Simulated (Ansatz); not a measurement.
**Os: response to strain**

Aim: deform Os (equal xx and yy strain of -2 %) and compute stress, forces and field gradients with LAPW, PAW and all-electron datasets made for the crystal.

Program: Ansatz 0.2.0. Level of theory: DFT PBEsol, scalar-relativistic. These are calculated values, not measurements.

**1. The starting structure**

The structure is cubic, space group Fm-3m (No. 225). Conventional cell: a = 3.890 Å, b = 3.890 Å, c = 3.890 Å, α = 90.00°, β = 90.00°, γ = 90.00°. Os (site symmetry m-3m) has 12 Os at 2.75 Å as nearest neighbours.

Structure file:

```xyz
1
Lattice="0.0000 1.9450 1.9450 1.9450 0.0000 1.9450 1.9450 1.9450 0.0000" Properties=species:S:1:pos:R:3 pbc="T T T"
Os    0.0000    0.0000    0.0000
```

**2. After the deformation**

Space group Fm-3m before, I4/mmm after.

**3. LAPW, all electrons**

The input, input.yaml:

```yaml
crystal:
  lattice:
    - [0.0, 1.9061, 1.945]
    - [1.9061, 0.0, 1.945]
    - [1.9061, 1.9061, 0.0]
  atoms:
    - { symbol: Os, position: [0.0, 0.0, 0.0] }
kpoints:
  mp_grid: { grid: [14, 14, 14] }
  band_path:
    path:
      - [0.0, 0.0, 0.0]
      - [0.0, 0.5, 0.5]
      - [0.25, 0.75, 0.5]
      - [0.0, 0.5, 0.0]
      - [0.0, 0.0, 0.0]
      - [0.5, 0.5, 0.0]
      - [0.37005, 0.62995, 0.0]
      - [-0.37005, 0.37005, 0.0]
      - [0.0, 0.0, 0.0]
    npoints: 5
scf:
  occupations: { method: fermi_dirac, width: 0.03 }
hamiltonian:
  xc: pbesol
  pseudopotentials: { kind: all_electron, lapw: { basis_error: 0.00025 } }
output:
  forces: true
  stress: true
  eigenvalues: true
```

The run is started by

```
$ ansatz run input.yaml --threads 1 --pin off --max-ram 3072MiB --backend cpu --events-out ev --progress --plain --runs-dir out
```

**4. Frozen-core PAW**

The input, input.yaml:

```yaml
crystal:
  lattice:
    - [0.0, 1.9061, 1.945]
    - [1.9061, 0.0, 1.945]
    - [1.9061, 1.9061, 0.0]
  atoms:
    - { symbol: Os, position: [0.0, 0.0, 0.0] }
kpoints:
  mp_grid: { grid: [14, 14, 14] }
scf:
  occupations: { method: fermi_dirac, width: 0.03 }
hamiltonian:
  xc: pbesol
  pseudopotentials: { kind: paw }
output:
  forces: true
  stress: true
  eigenvalues: true
  efg: { contact_densities: true }
  write_density: true
  write_potential: true
  elf: true
  volumetric_format: npy
```

**5. Datasets made for this crystal**

Changes to input.yaml since step 4:

```diff
@@ -13,3 +13,3 @@
   xc: pbesol
-  pseudopotentials: { kind: paw }
+  pseudopotentials: { kind: all_electron, datasets: crystal }
 output:
@@ -19,5 +19 @@
   efg: { contact_densities: true }
-  write_density: true
-  write_potential: true
-  elf: true
-  volumetric_format: npy
```

(Steps that only read results are left out.)

Q: Predict the outcome of this session. Wanted: pressure; largest shear or deviatoric stress.

As calculated:

| quantity | value |
| --- | --- |
| pressure | LAPW -5.27, PAW -5.28, crystal datasets -5.27 GPa |
| largest shear or deviatoric stress (LAPW) | 3.93 GPa |

What this shows: The largest part of the stress beyond the pressure is 3.93 GPa in size, in the zz component. No run of the undeformed cell stands beside it, so the pressure holds what the given cell had before the change. PAW: stress within 0.01 GPa of LAPW. Crystal datasets: stress within 0.01 GPa of LAPW. Spin-orbit coupling is left out, though the cell holds Os; in elements this heavy it can shift bands and gaps by tenths of an eV.
